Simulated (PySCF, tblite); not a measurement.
# C5H13S2Si+: geometry, infrared bands and NMR shifts

Aim: predict the infrared bands and NMR shifts of C5H13S2Si+ (`[SiH3]SC[S+]1CCCC1`).

Programs: tblite 0.8.0 and PySCF 2.14.0, with density-fitted response routines of our own. Each step states its level of theory. These are calculated values for one molecule in the gas phase, unless marked as measured. Atoms are numbered from 0 throughout.

**1. The molecule as given**

21 atoms, charge 1, multiplicity 1; geometry from: force field or distance geometry start.

Bonds of the start (Å): Si0–S1 2.15, S1–C2 1.79, C2–S3 1.83, S3–C4 1.83, C4–C5 1.51, C5–C6 1.51, C6–C7 1.52, C7–S3 1.84, Si0–H8 1.49, Si0–H9 1.48, Si0–H10 1.47, C2–H11 1.09, C2–H12 1.09, C4–H13 1.10, C4–H14 1.10, C5–H15 1.11, C5–H16 1.09, C6–H17 1.10, C6–H18 1.09, C7–H19 1.09, C7–H20 1.09.

**2. Relaxing the molecule with GFN2-xTB**

The job: settings as JSON, then the geometry in Å.

```
{"job": {"kind": "relax", "xc": "GFN2-xTB", "basis": "xTB"}, "charge": 1, "multiplicity": 1}
Si     3.955900     0.648900    -0.453500
S      2.397500    -0.743700    -0.944800
C      0.921900     0.266100    -0.834700
S     -0.555000    -0.680300    -1.344100
C     -1.783900     0.604700    -0.921700
C     -2.105200     0.489500     0.548900
C     -2.111900    -0.995700     0.842900
C     -0.817300    -1.545200     0.263900
H      3.671300     1.199900     0.897400
H      3.907600     1.754900    -1.438100
H      5.262200    -0.030300    -0.472400
H      0.781900     0.670200     0.171700
H      0.993700     1.104400    -1.532400
H     -2.670400     0.381400    -1.526700
H     -1.422000     1.605900    -1.211000
H     -1.334800     0.989900     1.166300
H     -3.059500     0.961300     0.792500
H     -2.181200    -1.206500     1.920100
H     -2.980000    -1.465600     0.371500
H      0.022100    -1.375700     0.943600
H     -0.901700    -2.617300     0.071100
```

Command:

```
> OMP_NUM_THREADS=1 python probes_run.py task.json out
```

This one command runs all jobs of the session in turn.

What it wrote:

```text
step      E/eV     max force
  0    -684.33522    1.551
  1    -684.42546    0.870
  2    -684.47038    0.318
  3    -684.48368    0.319
  4    -684.49489    0.312
  5    -684.50432    0.218
  6    -684.51097    0.198
  7    -684.51547    0.176
  8    -684.51926    0.145
  9    -684.52258    0.140
 10    -684.52511    0.138
 11    -684.52721    0.164
 12    -684.52973    0.216
 13    -684.53302    0.211
 14    -684.53631    0.127
 15    -684.53852    0.095
 16    -684.53973    0.067
 17    -684.54061    0.067
 18    -684.54142    0.061
 19    -684.54218    0.073
 20    -684.54305    0.064
 21    -684.54426    0.085
 22    -684.54601    0.113
 23    -684.54837    0.135
 24    -684.55121    0.155
 25    -684.55405    0.118
 26    -684.55645    0.122
 27    -684.55848    0.122
 28    -684.56045    0.114
 29    -684.56255    0.106
 30    -684.56456    0.091
 31    -684.56606    0.090
 32    -684.56701    0.076
 33    -684.56781    0.061
 34    -684.56873    0.073
 35    -684.56976    0.073
 36    -684.57074    0.073
 37    -684.57162    0.080
 38    -684.57252    0.062
 39    -684.57354    0.076
 40    -684.57458    0.079
 41    -684.57546    0.092
 42    -684.57612    0.076
 43    -684.57675    0.074
 44    -684.57737    0.051
 45    -684.57807    0.064
 46    -684.57852    0.069
 47    -684.57909    0.052
 48    -684.57949    0.039
 49    -684.57986    0.051
 50    -684.58025    0.068
 51    -684.58078    0.068
 52    -684.58137    0.064
 53    -684.58185    0.044
 54    -684.58214    0.035
 55    -684.58235    0.038
 56    -684.58257    0.032
 57    -684.58284    0.037
 58    -684.58310    0.040
 59    -684.58332    0.048
 60    -684.58354    0.041
 61    -684.58378    0.037
 62    -684.58398    0.037
 63    -684.58420    0.037
 64    -684.58445    0.046
 65    -684.58478    0.042
 66    -684.58512    0.046
 67    -684.58543    0.046
 68    -684.58568    0.038
 69    -684.58591    0.037
 70    -684.58612    0.032
 71    -684.58631    0.033
 72    -684.58648    0.038
 73    -684.58668    0.044
 74    -684.58697    0.052
 75    -684.58739    0.067
 76    -684.58790    0.060
 77    -684.58840    0.047
 78    -684.58864    0.073
 79    -684.58938    0.056
 80    -684.59022    0.067
 81    -684.59161    0.075
 82    -684.59298    0.069
 83    -684.59446    0.079
 84    -684.59583    0.092
 85    -684.59653    0.128
 86    -684.59799    0.102
 87    -684.59903    0.071
 88    -684.60044    0.074
 89    -684.60120    0.080
 90    -684.60249    0.076
 91    -684.60388    0.078
 92    -684.60535    0.068
 93    -684.60633    0.099
 94    -684.60671    0.102
 95    -684.60723    0.109
 96    -684.60798    0.054
 97    -684.60903    0.041
 98    -684.61021    0.072
 99    -684.61106    0.077
100    -684.61196    0.103
101    -684.61256    0.074
102    -684.61299    0.134
103    -684.61386    0.058
104    -684.61487    0.060
105    -684.61616    0.083
106    -684.61713    0.081
107    -684.61837    0.079
108    -684.61989    0.083
109    -684.62128    0.081
110    -684.62304    0.102
111    -684.61882    0.334
112    -684.62557    0.109
113    -684.62721    0.095
114    -684.63124    0.184
115    -684.63433    0.062
116    -684.63835    0.060
117    -684.63999    0.152
118    -684.64192    0.067
119    -684.64265    0.063
120    -684.64338    0.052
121    -684.64414    0.046
122    -684.64514    0.060
123    -684.64567    0.060
124    -684.64613    0.059
125    -684.64668    0.075
126    -684.64732    0.077
127    -684.64846    0.080
128    -684.64960    0.063
129    -684.65050    0.060
130    -684.65136    0.087
131    -684.65260    0.106
132    -684.65412    0.097
133    -684.65560    0.078
134    -684.65675    0.077
135    -684.65762    0.058
136    -684.65827    0.060
137    -684.65877    0.052
138    -684.65917    0.049
139    -684.65956    0.057
140    -684.66000    0.054
141    -684.66043    0.044
142    -684.66092    0.052
143    -684.66151    0.051
144    -684.66206    0.053
145    -684.66287    0.061
146    -684.66371    0.060
147    -684.66454    0.058
148    -684.66535    0.081
149    -684.66612    0.090
150    -684.66667    0.069
151    -684.66715    0.048
152    -684.66750    0.039
153    -684.66785    0.033
154    -684.66811    0.036
155    -684.66836    0.030
156    -684.66846    0.020
157    -684.66855    0.018
158    -684.66863    0.021
159    -684.66869    0.016
160    -684.66874    0.013
161    -684.66878    0.011
162    -684.66882    0.013
163    -684.66886    0.012
164    -684.66891    0.015
165    -684.66896    0.018
166    -684.66901    0.019
167    -684.66909    0.018
168    -684.66917    0.021
169    -684.66926    0.024
170    -684.66938    0.034
171    -684.66951    0.035
172    -684.66965    0.027
173    -684.66978    0.028
174    -684.66990    0.028
175    -684.67002    0.018
176    -684.67013    0.020
177    -684.67020    0.015
178    -684.67024    0.013
179    -684.67027    0.011
180    -684.67029    0.009
```

Step by step: (not every step is listed)

```
step  energy from step 0 (eV)  largest force (eV/Å)
   0                   0.0000                1.5505
   1                  -0.0902                0.8700
   2                  -0.1352                0.3179
   3                  -0.1485                0.3190
   4                  -0.1597                0.3119
   5                  -0.1691                0.2176
   6                  -0.1757                0.1983
   7                  -0.1803                0.1764
   8                  -0.1840                0.1445
  24                  -0.2160                0.1551
  40                  -0.2394                0.0787
  56                  -0.2473                0.0325
  72                  -0.2513                0.0381
  88                  -0.2652                0.0737
 104                  -0.2796                0.0597
 120                  -0.3082                0.0523
 136                  -0.3230                0.0596
 152                  -0.3323                0.0394
 168                  -0.3339                0.0214
 175                  -0.3348                0.0181
 176                  -0.3349                0.0202
 177                  -0.3350                0.0149
 178                  -0.3350                0.0131
 179                  -0.3350                0.0110
 180                  -0.3351                0.0094
```

Distances of close pairs at the start and the end, largest changes first:

```
   bond  before (Å)  after (Å)  change (Å)
  C2–S3       1.827      1.876      +0.049
 Si0–S1       2.147      2.196      +0.049
 Si0–H8       1.486      1.456      -0.031
Si0–H10       1.472      1.446      -0.027
 Si0–H9       1.482      1.461      -0.021
  S3–C7       1.845      1.828      -0.017
 C4–H14       1.103      1.087      -0.016
 C5–H15       1.107      1.091      -0.016
```

The next job starts from the end point, and lists it.

**3. Harmonic vibrations with GFN2-xTB**

The job: settings as JSON, then the geometry in Å.

```
{"job": {"kind": "ir", "xc": "GFN2-xTB", "basis": "xTB"}, "charge": 1, "multiplicity": 1}
Si     3.861300     0.163959    -0.763208
S      2.238849     0.162298     0.716937
C      0.932946     1.067769    -0.122134
S     -0.212046    -0.029773    -1.123730
C     -1.817599     0.780780    -0.785390
C     -2.283818     0.236256     0.553444
C     -1.966883    -1.253195     0.523696
C     -0.521093    -1.383407     0.064764
H      4.073183     1.580973    -1.021504
H      3.255257    -0.520090    -1.902571
H      4.886615    -0.560040    -0.045670
H      0.324399     1.557851     0.632904
H      1.332743     1.787233    -0.831729
H     -2.480628     0.478014    -1.595501
H     -1.686138     1.859670    -0.816208
H     -1.754943     0.718413     1.376860
H     -3.349535     0.418638     0.683865
H     -2.088449    -1.708674     1.505309
H     -2.634099    -1.762766    -0.172571
H      0.199781    -1.252914     0.874558
H     -0.318761    -2.324050    -0.441645
```

What it wrote:

```text
mode    cm-1     km/mol
  1      25.0      2.53
  2      41.5      2.54
  3      75.3      0.14
  4      95.2      0.71
  5     152.4      1.33
  6     180.6      4.75
  7     247.4      0.77
  8     280.0      0.33
  9     300.4      0.23
 10     444.8     79.15
 11     457.3     16.44
 12     518.0      3.66
 13     544.3     33.03
 14     549.0     29.50
 15     559.6     53.63
 16     667.7      4.37
 17     680.8     20.32
 18     705.1    144.15
 19     709.4     36.89
 20     751.7    217.80
 21     776.2    339.97
 22     799.9      2.40
 23     811.5      8.09
 24     869.2      8.03
 25     899.9      1.44
 26     949.7      3.41
 27    1001.6      3.35
 28    1007.4      8.57
 29    1046.8      1.77
 30    1070.6      0.88
 31    1087.3      0.45
 32    1125.9      1.39
 33    1145.4     33.17
 34    1176.4      3.73
 35    1181.5      3.06
 36    1224.2      8.13
 37    1229.6      1.39
 38    1294.2      1.99
 39    1324.2      0.99
 40    1364.0      9.79
 41    1421.1      2.00
 42    1425.3     12.95
 43    1466.6     13.61
 44    1476.5     10.42
 45    2300.5    184.77
 46    2342.6    136.79
 47    2436.2    138.65
 48    2966.0     16.02
 49    2996.4      5.44
 50    3003.8      2.21
 51    3007.9      5.44
 52    3014.3      8.78
 53    3017.0      4.50
 54    3026.9      0.20
 55    3031.1      0.35
 56    3032.8      0.64
 57    3040.4      0.24
```

Which atoms move in the most intense modes:

```
cm⁻¹  km/mol                                atoms
 445    79.2                    Si0 41 %, S1 39 %
 560    53.6  C2 37 %, H9 21 %, S3 12 %, H10 11 %
 705   144.2           H10 46 %, H8 25 %, C2 11 %
 752   217.8           H9 38 %, H8 28 %, H10 19 %
 776   340.0           H9 43 %, H8 40 %, H10 11 %
2300   184.8                              H9 96 %
2343   136.8                              H8 96 %
2436   138.7                             H10 96 %
```

**4. Nuclear shieldings: PBE0/pcSseg-1**

Same as in step 3 but for these lines:

```diff
@@ -1,2 +1,2 @@
-{"job": {"kind": "ir", "xc": "GFN2-xTB", "basis": "xTB"}, "charge": 1, "multiplicity": 1}
+{"job": {"kind": "nmr", "xc": "PBE0", "basis": "pcSseg-1"}, "charge": 1, "multiplicity": 1}
 Si     3.861300     0.163959    -0.763208
```

Level: GIAO PBE0/pcSseg-1 NMR shielding, non-relativistic, gas phase.

What it wrote:

```text
coarse grid: 18368 points
cycle   1  E = -1283.1708708595  dE =  1.052e+00  |g| = 4.095e-01  |ddm| = 4.097e+00
cycle   2  E = -1283.1419836640  dE =  2.889e-02  |g| = 5.271e-01  |ddm| = 1.190e+00
cycle   3  E = -1283.2173339283  dE = -7.535e-02  |g| = 5.716e-02  |ddm| = 7.084e-01
cycle   4  E = -1283.2179737317  dE = -6.398e-04  |g| = 2.695e-02  |ddm| = 7.888e-02
cycle   5  E = -1283.2181389225  dE = -1.652e-04  |g| = 9.118e-03  |ddm| = 3.188e-02
cycle   6  E = -1283.2181606903  dE = -2.177e-05  |g| = 1.257e-03  |ddm| = 1.070e-02
cycle   7  E = -1283.2181610801  dE = -3.898e-07  |g| = 4.393e-04  |ddm| = 1.878e-03
final grid: 161296 points
cycle   8  E = -1283.2712119095  dE = -4.150e-05  |g| = 1.060e-02  |ddm| = 3.504e-02
cycle   9  E = -1283.2711914867  dE =  2.042e-05  |g| = 1.393e-02  |ddm| = 2.132e-02
cycle  10  E = -1283.2712396087  dE = -4.812e-05  |g| = 8.078e-04  |ddm| = 1.302e-02
cycle  11  E = -1283.2712397740  dE = -1.653e-07  |g| = 2.430e-04  |ddm| = 1.278e-03
cycle  12  E = -1283.2712397888  dE = -1.483e-08  |g| = 8.564e-05  |ddm| = 3.217e-04
cycle  13  E = -1283.2712397905  dE = -1.728e-09  |g| = 2.637e-05  |ddm| = 9.884e-05
cycle  14  E = -1283.2712397907  dE = -1.919e-10  |g| = 4.006e-06  |ddm| = 3.194e-05
converged SCF energy = -1283.2712397907

GIAO shielding tensors (ppm)
atom      isotropic    diamagn.    paramagn.     s11        s22        s33       span
  0 Si     398.112     879.851    -481.739    364.699    395.864    433.774     69.075
  1 S      653.823    1059.008    -405.186    504.420    567.928    889.121    384.701
  2 C      124.515     257.339    -132.824     62.423    141.924    169.196    106.773
  3 S      397.907    1058.657    -660.749    238.495    453.454    501.773    263.278
  4 C      134.447     255.806    -121.358     96.273    139.996    167.073     70.800
  5 C      155.119     251.578     -96.459    124.949    166.737    173.672     48.724
  6 C      153.256     249.457     -96.201    120.605    164.291    174.871     54.267
  7 C      137.661     254.890    -117.229     91.726    146.902    174.354     82.629
  8 H       26.729      28.237      -1.508     22.537     25.035     32.614     10.077
  9 H       26.853      29.599      -2.746     21.868     27.047     31.642      9.774
 10 H       26.859      28.154      -1.295     22.709     24.443     33.425     10.716
 11 H       27.857      32.789      -4.932     20.024     30.412     33.134     13.110
 12 H       27.112      32.854      -5.741     20.538     28.065     32.734     12.196
 13 H       28.477      30.510      -2.033     22.339     25.783     37.308     14.969
 14 H       28.435      31.091      -2.656     22.975     26.544     35.785     12.810
 15 H       29.874      31.310      -1.437     25.652     27.769     36.200     10.548
 16 H       28.890      27.990       0.900     23.188     25.460     38.023     14.835
 17 H       28.792      28.522       0.270     23.243     25.811     37.323     14.081
 18 H       29.604      29.687      -0.083     24.100     26.782     37.931     13.831
 19 H       27.392      31.516      -4.125     20.574     27.402     34.200     13.626
 20 H       28.040      30.830      -2.790     22.158     26.276     35.685     13.526
```

Wall time 59 s (1 thread, shared host).

Shifts follow as δ = σ(reference) − σ, with reference shieldings (ppm) from runs at the same level and on the same kind of geometry: ¹H TMS 31.72, ¹³C TMS 186.9, ²⁹Si TMS 349.2, ³³S CS2 504. The references are single molecules in the gas phase. Atoms listed in one row are averaged.

```
      atoms                                 environment  σ (ppm)  δ (ppm)
         C2                       sp3 CH2 bonded to 2 S    124.5     62.4
     C4, C7                         sp3 CH2 bonded to S    136.1     50.9
     C5, C6                           sp3 CH2 in a ring    154.2     32.7
H8, H9, H10           hydrogen on a silicon bonded to S    26.81     4.90
   H11, H12        hydrogen on an sp3 CH2 bonded to 2 S    27.48     4.23
   H14, H19          hydrogen on an sp3 CH2 bonded to S    27.91     3.80
   H13, H20          hydrogen on an sp3 CH2 bonded to S    28.26     3.46
   H16, H18            hydrogen on an sp3 CH2 in a ring    29.25     2.47
   H15, H17            hydrogen on an sp3 CH2 in a ring    29.33     2.38
        Si0                    silicon bonded to S, 3 H    398.1    -49.0
         S3  sulfur bonded to 3 C, in a 5-membered ring      398      106
         S1                      sulfur bonded to C, Si      654     -150
```

Charges from the same density, by scheme (e):

```
 atoms  Mulliken    IAO  Hirshfeld  ESP fit
   Si0      0.49   0.58       0.36     0.45
    S1     -0.22  -0.12      -0.02    -0.21
    C2     -0.43  -0.44      -0.05    -0.38
    S3      0.30   0.64       0.36     0.18
C4, C7     -0.31  -0.35      -0.04    -0.05
C5, C6     -0.22  -0.26      -0.05    -0.04
```

Mayer bond orders: Si0–S1 0.80, S1–C2 1.08, C2–S3 0.84, S3–C4 0.93, C4–C5 1.00, C5–C6 1.02, C6–C7 1.01, C7–S3 0.92.

Ring of atoms S3, C4, C5, C6, C7: NICS(0) -8.5, NICS(1) -5.4, NICS(1)zz -6.1 ppm (means of both faces).

The fields below are evaluated on a grid from the run's orbitals.

Frontier orbitals at PBE0/pcSseg-1, with the share of their density that lies nearest to each atom:

```
orbital  energy (eV)                   lies on
   HOMO       -11.17                   S1 73 %
   LUMO        -4.79  S3 42 %; C2 16 %; C4 9 %
```

ELF in a plane through or near 6 of the atoms.

Ten even steps from ' ' (0.00) to '@' (1.00):
```
                                                        
                                                        
                                                        
                              ::**::                    
          ....      ****      @@@@@@::                  
        ==@@@@::  **@@@@==    @@@@@@::                  
      --@@@@@@%%  ##@@@@**    ##@@**::  ..              
      ==@@@@@@@@  --@@@@**--..==++##++--##++            
      ::@@@@@@##..  --++**%%++==**@@####@@%%::          
      ..++++..  --::::++####**----**==**%%**            
      ..++..%%##==++==::..==**==..####--                
      ++@@++::  ==++**::  --**++##--==++                
    ..%%@@@@%%::::--**::  ++====@@..::##--              
      %%@@@@%%::  ::==..  ++##::**==**++::              
      ::####--            ::++++....::..                
        ....                ::--                        
                                                        
                                                        
                                                        
                                                        
```
The map spans 14.7 Å across and 9.6 Å up, centred on the molecule. Atoms in the plane (x, y in Å): Si0 (-3.9, -0.3), C6 (2.2, -1.1), C7 (0.7, -1.3), H8 (-4.3, 1.1), H12 (-1.6, 1.7), H14 (1.3, 2.2).

log10 of the density (e/Å³) in the same plane.

Ten even steps from '0' (-4.0) to '9' (1.7):
```
0000000000000000000000000000
0000000000000000000000000000
0000000000000001211000000000
0000011001121123332100000000
0001222223343334543210000000
0002333334554345654321000000
0013455435676546765432100000
0013566545676656776553200000
0123566655567666677654310000
0123567655566666677654200000
0124569965555666666643200000
0124567665555667677643100000
0124566555544679777653100000
0123555444444667666643100000
0012343333333555555432100000
0001222222223444433321000000
0000111100001233222110000000
0000000000000111110000000000
0000000000000000000000000000
0000000000000000000000000000
```
The map spans 14.7 Å across and 9.6 Å up, centred on the molecule. Atoms in the plane (x, y in Å): Si0 (-3.9, -0.3), C6 (2.2, -1.1), C7 (0.7, -1.3), H8 (-4.3, 1.1), H12 (-1.6, 1.7), H14 (1.3, 2.2).

On the surface of density 0.002 e/bohr³ the electrostatic potential runs, from the 1st to the 99th percentile, from 2.41 V near S1 to 5.38 V near H12.

**5. Summary of results**

| quantity | value |
| --- | --- |
| strongest single infrared mode (GFN2-xTB) | 776 cm⁻¹, 340 km/mol |
| zero-point energy (GFN2-xTB) | 103.5 kcal/mol |
| ¹³C shifts against TMS (PBE0/pcSseg-1, means over atoms taken as alike) | 62.4, 50.9, 32.7 ppm |
| ¹H shifts against TMS (PBE0/pcSseg-1, means over atoms taken as alike) | 4.90, 4.23, 3.80, 3.46, 2.47, 2.38 ppm |
| ²⁹Si shifts against TMS (PBE0/pcSseg-1) | -49.0 ppm |
| ³³S shifts against CS2 (PBE0/pcSseg-1) | 106, -150 ppm |

Relaxing lowered the energy by 0.335 eV in 180 steps; the close pair that moved most is C2–S3, from 1.827 to 1.876 Å. All 57 modes are real, so the xTB geometry is a minimum. The strongest single mode, at 776 cm⁻¹, moves mainly H9 and H8. GFN2-xTB is a fitted tight-binding method: band positions and strengths are rough. Its intensities can rank the bands wrongly. At PBE0/pcSseg-1: The largest span, 385 ppm, is at S1, where the paramagnetic term is -405 ppm. By nearest atom (PBE0/pcSseg-1), the HOMO sits on S1 73 % and the LUMO on S3 42 %; C2 16 %.
